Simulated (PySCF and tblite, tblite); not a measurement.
# C₄H₁₁AlO₂: a path driven as pyramidal inversion, and NMR exchange

Aim: the barrier and rate of pyramidal inversion in C₄H₁₁AlO₂ (`C[C@@H]1C[O+]([AlH3-])CO1`), and what it does to NMR lines.

Computed with tblite 0.8.0 (tight binding) and PySCF 2.14.0 (DFT, with response routines of our own); each step states its level. Atoms count from 0 throughout.

### 1 The starting structure

18 atoms, charge 0, multiplicity 1; geometry from: force field or distance geometry start.

Bonds of the start (Å): Al4–H13 1.59, Al4–H14 1.61, Al4–H15 1.59, C0–C1 1.52, C0–H7 1.12, C0–H8 1.11, C0–H9 1.10, C1–C2 1.54, C1–H10 1.12, C1–O6 1.40, C2–H11 1.11, C2–H12 1.12, C2–O3 1.40, C5–H16 1.11, C5–H17 1.11, C5–O6 1.40, O3–Al4 1.87, O3–C5 1.42.

### 2 GFN2-xTB relaxation, start minimum

Job settings and geometry (Å):

```
{"job": {"xc": "GFN2-xTB", "basis": "xTB", "kind": "relax"}, "charge": 0, "multiplicity": 1}
C     -1.795300     1.084300    -0.182200
C     -1.281900    -0.299400     0.162700
C     -0.089400    -0.255000     1.134400
O      1.006200    -0.761800     0.423200
Al     2.112500     0.602300    -0.229300
C      0.414600    -1.503300    -0.630600
O     -0.820000    -0.939500    -0.987500
H     -2.168200     1.603100     0.736900
H     -2.640300     0.993800    -0.899200
H     -1.008900     1.702500    -0.639900
H     -2.109100    -0.901700     0.613500
H     -0.308100    -0.924600     1.996800
H      0.058000     0.762700     1.580700
H      2.412600     1.671200     0.911100
H      1.395000     1.333400    -1.467100
H      3.490700    -0.026700    -0.720300
H      0.255500    -2.546700    -0.285000
H      1.067400    -1.588200    -1.529800
```

On the command line:

```
$ OMP_NUM_THREADS=1 python ens_run.py task.json out
```

One launch serves the whole session.

Log:

```text
step      E/eV     max force
  0    -636.50644    2.601
  1    -636.75499    1.949
  2    -636.93558    0.962
  3    -637.01297    0.596
  4    -637.06350    0.394
  5    -637.08494    0.385
  6    -637.10258    0.412
  7    -637.11702    0.295
  8    -637.12848    0.235
  9    -637.13795    0.291
 10    -637.14934    0.299
 11    -637.16220    0.263
 12    -637.17369    0.209
 13    -637.18262    0.229
 14    -637.18867    0.201
 15    -637.19252    0.158
 16    -637.19542    0.141
 17    -637.19761    0.136
 18    -637.19963    0.136
 19    -637.20164    0.128
 20    -637.20369    0.106
 21    -637.20576    0.104
 22    -637.20767    0.134
 23    -637.20929    0.117
 24    -637.21087    0.093
 25    -637.21278    0.113
 26    -637.21512    0.141
 27    -637.21731    0.124
 28    -637.21863    0.089
 29    -637.21933    0.065
 30    -637.21999    0.067
 31    -637.22082    0.095
 32    -637.22186    0.108
 33    -637.22320    0.091
 34    -637.22492    0.114
 35    -637.22693    0.108
 36    -637.22873    0.084
 37    -637.22974    0.065
 38    -637.23032    0.064
 39    -637.23090    0.067
 40    -637.23148    0.060
 41    -637.23199    0.059
 42    -637.23241    0.057
 43    -637.23280    0.051
 44    -637.23317    0.046
 45    -637.23348    0.038
 46    -637.23372    0.036
 47    -637.23397    0.037
 48    -637.23430    0.047
 49    -637.23474    0.069
 50    -637.23520    0.059
 51    -637.23556    0.041
 52    -637.23577    0.032
 53    -637.23597    0.032
 54    -637.23618    0.043
 55    -637.23645    0.051
 56    -637.23675    0.041
 57    -637.23704    0.036
 58    -637.23725    0.030
 59    -637.23740    0.039
 60    -637.23755    0.040
 61    -637.23775    0.032
 62    -637.23799    0.038
 63    -637.23821    0.035
 64    -637.23836    0.034
 65    -637.23853    0.035
 66    -637.23871    0.033
 67    -637.23889    0.031
 68    -637.23902    0.035
 69    -637.23917    0.029
 70    -637.23931    0.034
 71    -637.23946    0.042
 72    -637.23961    0.041
 73    -637.23978    0.037
 74    -637.23997    0.030
 75    -637.24017    0.031
 76    -637.24036    0.035
 77    -637.24053    0.035
 78    -637.24069    0.031
 79    -637.24084    0.030
 80    -637.24096    0.024
 81    -637.24106    0.028
 82    -637.24116    0.028
 83    -637.24126    0.026
 84    -637.24135    0.023
 85    -637.24144    0.022
 86    -637.24152    0.026
 87    -637.24161    0.028
 88    -637.24170    0.020
 89    -637.24176    0.017
 90    -637.24180    0.015
 91    -637.24183    0.018
 92    -637.24186    0.015
 93    -637.24188    0.009
 94    -637.24189    0.008
 95    -637.24190    0.007
 96    -637.24191    0.008
 97    -637.24192    0.007
 98    -637.24193    0.009
 99    -637.24194    0.009
100    -637.24196    0.009
101    -637.24197    0.010
102    -637.24199    0.013
103    -637.24202    0.015
104    -637.24205    0.015
105    -637.24208    0.015
106    -637.24211    0.012
107    -637.24213    0.012
108    -637.24215    0.010
109    -637.24216    0.008
110    -637.24218    0.009
111    -637.24219    0.006
112    -637.24220    0.007
113    -637.24220    0.006
114    -637.24221    0.006
115    -637.24221    0.007
116    -637.24222    0.008
117    -637.24223    0.007
118    -637.24223    0.005
119    -637.24224    0.004
120    -637.24224    0.005
121    -637.24224    0.004
122    -637.24225    0.003
123    -637.24225    0.002
```

Wall time 0.78 s (1 thread of Arm Neoverse V1, shared host).

Relaxing gained 0.736 eV and moved the atoms by 0.27 Å on average (rms).

### 3 Relaxed scan, inversion

Job settings and geometry (Å):

```
{"job": {"xc": "GFN2-xTB", "basis": "xTB", "coordinate": [["t", [5, 2, 4, 3], 0.3333333333333333], ["t", [2, 4, 5, 3], 0.3333333333333333], ["t", [4, 5, 2, 3], 0.3333333333333333]], "kind": "drive"}, "charge": 0, "multiplicity": 1}
C     -1.712875     1.061964    -0.224703
C     -1.379340    -0.326856     0.303752
C     -0.154457    -0.305978     1.226879
O      0.898833    -0.464180     0.297107
Al     2.177054     0.743391    -0.364200
C      0.421976    -1.384554    -0.647002
O     -0.954978    -1.187093    -0.756254
H     -2.134305     1.671392     0.569826
H     -2.432270     0.981861    -1.034538
H     -0.807430     1.536458    -0.605698
H     -2.254772    -0.787420     0.773440
H     -0.157596    -1.144852     1.933572
H     -0.006643     0.637616     1.748983
H      2.184945     1.614750     0.949809
H      1.471010     1.327750    -1.650052
H      3.278172    -0.357628    -0.615352
H      0.626803    -2.417513    -0.314675
H      0.927115    -1.192791    -1.602551
```

Log:

```text
point  coordinate     E/eV
  0    -14.800     -637.23598
  1    -10.100     -637.22400
  2     -5.400     -637.20599
  3     -0.600     -637.18471
  4      3.800     -637.15736
  5      8.900     -637.13542
  6     13.800     -637.11129
  7     18.200     -637.08240
```

Run time: 1.6 s. Hardware: 1 thread of Arm Neoverse V1, shared host.

The highest point is number 7, 3.5 kcal/mol above the first.

### 4 The path in numbers

Job settings and geometry (Å):

```
{"job": {"smiles": "CC1C[O+]([AlH3-])CO1", "charge": 0, "mult": 1, "motion": "inversion", "what": "onium", "atoms": [3], "drives": [{"terms": [["t", [5, 2, 4, 3], 0.3333333333333333], ["t", [2, 4, 5, 3], 0.3333333333333333], ["t", [4, 5, 2, 3], 0.3333333333333333]], "neg": true, "n": 8}], "study": "path", "level": {"kind": "nmr", "xc": "PBE0", "basis": "pcSseg-1"}, "fields": [270, 300, 400], "first": 4, "seed": 6, "kind": "path"}, "charge": 0, "multiplicity": 1}
C     -1.712875     1.061964    -0.224703
C     -1.379340    -0.326856     0.303752
C     -0.154457    -0.305978     1.226879
O      0.898833    -0.464180     0.297107
Al     2.177054     0.743391    -0.364200
C      0.421976    -1.384554    -0.647002
O     -0.954978    -1.187093    -0.756254
H     -2.134305     1.671392     0.569826
H     -2.432270     0.981861    -1.034538
H     -0.807430     1.536458    -0.605698
H     -2.254772    -0.787420     0.773440
H     -0.157596    -1.144852     1.933572
H     -0.006643     0.637616     1.748983
H      2.184945     1.614750     0.949809
H      1.471010     1.327750    -1.650052
H      3.278172    -0.357628    -0.615352
H      0.626803    -2.417513    -0.314675
H      0.927115    -1.192791    -1.602551
```

Log:

```text
stationary points (kcal/mol above the start)
  n  kind          group   xTB      DFT    lowest mode

the driven structure fell back to the start
```

It took 8.8 s on 1 thread of Arm Neoverse V1, shared host. This counts the whole study up to here.

The study is incomplete (the driven structure fell back to the start), so no barrier is given.

### 5 Summary of results

| quantity | value |
| --- | --- |
| stages that failed or stayed incomplete | 1 |

A part of the study did not end soundly; only values from sound steps are given.
